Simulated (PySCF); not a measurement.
# C₅H₄FN: NMR shifts, electronic excitations and K edges in gas and solvents, part 2 of 2

PySCF 2.14.0. Atoms count from 0. The steps go on from the part before.

### 8 Core excitations: BHandHLYP/aug-pcX-1+pcseg-1

The job: settings as JSON, then the geometry in Å.

```
{"job": {"kind": "xas", "xc": "BHandHLYP", "basis": {"default": "aug-pcX-1", "H": "pcseg-1"}}, "charge": 0, "multiplicity": 1}
N      2.925531     0.100397     0.243932
C      1.827692     0.168688    -0.113502
C      0.425984     0.252749    -0.545082
F      0.395293     0.583356    -1.870598
C     -0.475739     1.061610     0.358679
C     -1.192644    -0.009707     0.725373
C     -0.450697    -0.981374    -0.160246
H     -0.471358     2.122349     0.614482
H     -2.011795    -0.152261     1.434256
H     -1.007872    -1.353166    -1.033440
H      0.072245    -1.817687     0.329587
```

With the program's defaults for keys left out, this is: core-valence-separated TDA BHandHLYP/aug-pcX-1 H:pcseg-1, K edges, non-relativistic, gas phase.

The log of the run:

```text
coarse grid: 10064 points
cycle   1  E = -347.0707676120  dE =  1.254e+00  |g| = 6.765e-01  |ddm| = 5.307e+00
cycle   2  E = -346.9721163774  dE =  9.865e-02  |g| = 1.023e+00  |ddm| = 1.754e+00
cycle   3  E = -347.1682241801  dE = -1.961e-01  |g| = 1.268e-01  |ddm| = 1.073e+00
cycle   4  E = -347.1706055629  dE = -2.381e-03  |g| = 7.276e-02  |ddm| = 1.817e-01
cycle   5  E = -347.1715707073  dE = -9.651e-04  |g| = 1.084e-02  |ddm| = 8.983e-02
cycle   6  E = -347.1715912150  dE = -2.051e-05  |g| = 3.223e-03  |ddm| = 1.793e-02
cycle   7  E = -347.1715935907  dE = -2.376e-06  |g| = 5.568e-04  |ddm| = 5.333e-03
final grid: 100128 points
cycle   8  E = -347.2163816044  dE = -8.199e-05  |g| = 3.468e-03  |ddm| = 5.113e-02
cycle   9  E = -347.2163813268  dE =  2.776e-07  |g| = 3.490e-03  |ddm| = 7.544e-03
cycle  10  E = -347.2163834138  dE = -2.087e-06  |g| = 6.579e-04  |ddm| = 3.972e-03
cycle  11  E = -347.2163834500  dE = -3.622e-08  |g| = 4.825e-04  |ddm| = 9.326e-04
cycle  12  E = -347.2163834959  dE = -4.584e-08  |g| = 6.701e-05  |ddm| = 4.724e-04
cycle  13  E = -347.2163834968  dE = -9.026e-10  |g| = 1.842e-05  |ddm| = 9.840e-05
converged SCF energy = -347.2163834968

C K edge
   eV          f      from atoms
  282.564   0.06360   C5
  282.764   0.05796   C4
  283.718   0.05678   C1
  283.951   0.06262   C1
  285.564   0.00010   C6
  286.380   0.03707   C6
  286.531   0.01188   C6
  286.585   0.01307   C4
  286.655   0.01197   C5
  286.853   0.02304   C4
  286.886   0.03194   C6
  287.036   0.00683   C1
  287.235   0.00484   C4
  287.271   0.00195   C1
  287.360   0.00850   C6
  287.392   0.03840   C2
  287.406   0.00877   C5
  287.761   0.00597   C5
  287.771   0.00284   C4
  287.907   0.00467   C4
  287.958   0.00233   C6
  288.011   0.00229   C5
  288.082   0.00494   C4
  288.180   0.00838   C5

N K edge
   eV          f      from atoms
  397.014   0.06334   N0
  397.406   0.06245   N0
  401.215   0.00073   N0
  401.675   0.00147   N0
  402.376   0.00001   N0
  402.465   0.00013   N0
  402.794   0.00049   N0
  403.010   0.00471   N0

F K edge
   eV          f      from atoms
  684.712   0.02797   F3
  686.962   0.00746   F3
  687.279   0.00182   F3
  687.422   0.00550   F3
  688.031   0.00302   F3
  688.270   0.00031   F3
  688.526   0.00044   F3
  688.818   0.00041   F3
```

Run time: 18 s. Hardware: 1 thread of INTEL XEON PLATINUM 8581C at 2.30GHz, shared host; peak memory 1.1 GiB.

### 9 Run by run: NMR shifts

Shifts (ppm) of some atoms, chosen among heavy atoms and hydrogens apart, with basis size and wall time:

```
                             run     C5     C1    C2    H8   H10     N0      F3  functions   time
    PBE0/pcSseg-1 in cyclohexane  156.6  124.2  83.9  6.91  3.21  306.6  -173.8        139  9.8 s
PBE0/pcSseg-1 in tetrahydrofuran  159.3  126.5  84.8  7.08  3.32  299.7  -175.5        139  8.7 s
```

The continuum's effect on the ground state:

```
        solvent     ε  polarisation energy (Eh)  μ (D)
    cyclohexane  2.02                   -0.0043   4.50
tetrahydrofuran  7.43                   -0.0094   4.95
```

### 10 Run by run: electronic excitations

Excitations and ground-state properties, with basis size and wall time:

```
                                 run  lowest singlet (eV)  brightest (eV)      f  gap (eV)  α (Å³)  μ (D)  functions  time
                   wB97X-D/def2-SVPD                 6.78            6.78  0.107     11.05    8.77   4.24        175  19 s
    wB97X-D/def2-SVPD in cyclohexane                 6.66            6.66  0.174     11.00    9.78   4.71        175  14 s
wB97X-D/def2-SVPD in tetrahydrofuran                 6.60            6.60  0.165     10.93   11.05   5.21        175  14 s
```

The continuum's effect on the ground state:

```
        solvent     ε  polarisation energy (Eh)  μ (D)
    cyclohexane  2.02                   -0.0046   4.71
tetrahydrofuran  7.43                   -0.0100   5.21
```

### 11 What came out

This closing draws on all 2 parts.

```
                                             quantity                                                  value
                                          point group                                                     C1
                 rotational constants (main isotopes)                                   4.46, 2.42, 2.04 GHz
  13C shifts against TMS (PBE0/pcSseg-1, cyclohexane)                    156.6, 145.6, 124.2, 83.9, 48.4 ppm
   1H shifts against TMS (PBE0/pcSseg-1, cyclohexane)                             6.91, 6.52, 3.21, 3.18 ppm
  15N shifts against NH3 (PBE0/pcSseg-1, cyclohexane)                                              306.6 ppm
19F shifts against CFCl3 (PBE0/pcSseg-1, cyclohexane)                                             -173.8 ppm
                   lowest singlet (wB97X-D/def2-SVPD)                            6.78 eV (183 nm), f = 0.107
                surface potential, 1st and 99th percentile                                     -1.66 V and 1.44 V
                                             C K edge  first line 282.56 eV, strongest 282.56 eV (f = 0.064)
                                             N K edge  first line 397.01 eV, strongest 397.01 eV (f = 0.063)
                                             F K edge  first line 684.71 eV, strongest 684.71 eV (f = 0.028)
                             range of the shift of N0                                     299.7 to 306.6 ppm
                          range of the lowest singlet                                        6.60 to 6.78 eV
```

What this shows: The optimisation took 6 steps and gained 0.054 eV; among the close pairs (by a distance rule), C4–C5 changed most, from 1.324 to 1.340 Å. At PBE0/pcSseg-1: Shielding is most anisotropic at N0 (span 467 ppm, paramagnetic term -379 ppm). The first singlet state (HOMO→LUMO 0.71, HOMO−1→LUMO 0.16) lies at 6.78 eV and is bright. At the C edge the strongest single line lifts a 1s electron of C5 into LUMO (weight 0.79), and it is the first line. At the N edge the strongest single line lifts a 1s electron of N0 into several orbitals, led by LUMO+5 (weight 0.36), and it is the first line. At the F edge the strongest single line lifts a 1s electron of F3 into several orbitals, led by LUMO (weight 0.55), and it is the first line. Absolute edge energies from this method are off by several eV; spacings are better. In ppm, N0 moves most: its shift spreads over 6.9 ppm, from 299.7 (PBE0/pcSseg-1 in tetrahydrofuran) to 306.6 (PBE0/pcSseg-1 in cyclohexane). The continuum holds electrostatics alone: no hydrogen bonds to the solvent, and the gas-phase geometry is kept. The lowest singlet runs from 6.60 eV (wB97X-D/def2-SVPD in tetrahydrofuran) to 6.78 eV (wB97X-D/def2-SVPD), while the orbital gap spans 10.93 to 11.05 eV. The lowest state need not be the same one in every run.
